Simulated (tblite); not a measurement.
# C4H13NOSi: the cost of one run

Programs: tblite 0.8.0 and PySCF 2.14.0, with density-fitted response routines of our own. Each step states its level of theory. These are calculated values for one molecule in the gas phase, unless marked as measured. Atoms are numbered from 0 throughout.

## 1. Starting geometry

20 atoms, charge 0, multiplicity 1; geometry from: force field or distance geometry start.

Bonds of the start (Å): C0–C1 1.52, C1–O2 1.41, O2–C3 1.45, C3–Si4 1.88, Si4–N5 1.71, N5–C6 1.45, C0–H7 1.09, C0–H8 1.09, C0–H9 1.10, C1–H10 1.09, C1–H11 1.11, C3–H12 1.09, C3–H13 1.10, Si4–H14 1.49, Si4–H15 1.49, N5–H16 1.02, C6–H17 1.09, C6–H18 1.10, C6–H19 1.10.

## 2. Relaxing the molecule with GFN2-xTB

What the job is given:

```
{"job": {"kind": "relax", "xc": "GFN2-xTB", "basis": "xTB"}, "charge": 0, "multiplicity": 1}
C      3.238000    -1.333000    -0.440900
C      2.483700    -0.312100     0.399400
O      1.175300    -0.181500    -0.103400
C      0.395900     0.785500     0.637600
Si    -1.391500     1.005300     0.099200
N     -2.224400    -0.489000     0.039200
C     -3.584800    -0.647900    -0.431000
H      4.258400    -1.464100    -0.074600
H      3.269400    -1.008600    -1.484100
H      2.710300    -2.297600    -0.419500
H      3.000700     0.647600     0.369300
H      2.442300    -0.664600     1.449700
H      0.893500     1.752000     0.599300
H      0.388600     0.462200     1.693500
H     -1.455700     1.574000    -1.277500
H     -2.131700     1.903200     1.025600
H     -1.618200    -1.142000    -0.453200
H     -3.682400    -0.398300    -1.487600
H     -3.893700    -1.691800    -0.301100
H     -4.279000    -0.034500     0.157000
```

On the command line:

```sh
> OMP_NUM_THREADS=1 python probes_run.py task.json out
```

This one command runs all jobs of the session in turn.

Q: Estimate the wall time and peak memory of this first job on 1 thread of Arm Neoverse N1, shared host.

About 1.1 s, with a peak of 0.18 GiB.
